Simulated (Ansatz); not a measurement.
# IrC: the cost of one run

Computed with Ansatz 0.2.0 (DFT PBE, scalar-relativistic, plane waves, PAW, unless a step's input says otherwise).

### Step 1. The structure to begin with

It takes space group P4/nmm (No. 129, tetragonal). Conventional cell: a = 3.259 Å, b = 3.259 Å, c = 4.118 Å, α = 90.00°, β = 90.00°, γ = 90.00°. Ir (site symmetry 4mm) has 4 C at 1.90 Å as nearest neighbours. Around C (site symmetry -4m2) lie 4 Ir at 1.90 Å.

Coordinates:

```cif
data_structure
_symmetry_space_group_name_H-M 'P 1'
_symmetry_Int_Tables_number 1
_cell_length_a 3.2587
_cell_length_b 3.2587
_cell_length_c 4.1176
_cell_angle_alpha 90.000
_cell_angle_beta 90.000
_cell_angle_gamma 90.000
_cell_volume 43.72
loop_
_atom_site_label
_atom_site_type_symbol
_atom_site_fract_x
_atom_site_fract_y
_atom_site_fract_z
_atom_site_occupancy
Ir1 Ir 0.00000 0.50000 0.23510 1
Ir2 Ir 0.50000 0.00000 0.76490 1
C1 C 0.00000 0.00000 0.00000 1
C2 C 0.50000 0.50000 0.00000 1
```

This is candidate A: litharge type (P4/nmm, No. 129).

(A quick probe on a coarse mesh, which set the mesh and smearing, is not shown.)

### Step 3. A loose first relaxation (candidate A)

The input, input.yaml:

```yaml
crystal:
  lattice:
    - [3.2586756858, 0.0, 0.0]
    - [0.0, 3.2586756858, 0.0]
    - [0.0, 0.0, 4.1176200921]
  atoms:
    - { symbol: Ir, position: [0.0, 0.5, 0.2351] }
    - { symbol: Ir, position: [0.5, 0.0, 0.7649] }
    - { symbol: C, position: [0.0, 0.0, 0.0] }
    - { symbol: C, position: [0.5, 0.5, 0.0] }
basis:
  ecutwfc: 420
kpoints:
  mp_grid: { grid: [6, 6, 4] }
hamiltonian:
  xc: pbe
scf:
  occupations: { method: gaussian, width: 0.1 }
  lower_state_search: "off"
output:
  forces: true
  stress: true
  eigenvalues: true
relax:
  adjacent_minimum: "off"
  f_tol: 0.04
  max_steps: 70
  cell: { stress_tol: 0.4 }
```

The run is started by

```
$ ansatz run input.yaml --threads 1 --pin off --max-ram 2560MiB --backend cpu --events-out ev --progress --plain --runs-dir out
```

**Question.** How long does this run take on 1 thread of Intel Xeon 6975P-C (Granite Rapids), shared host, and how much memory does it need?

About 11 s, with a peak of 0.37 GiB.
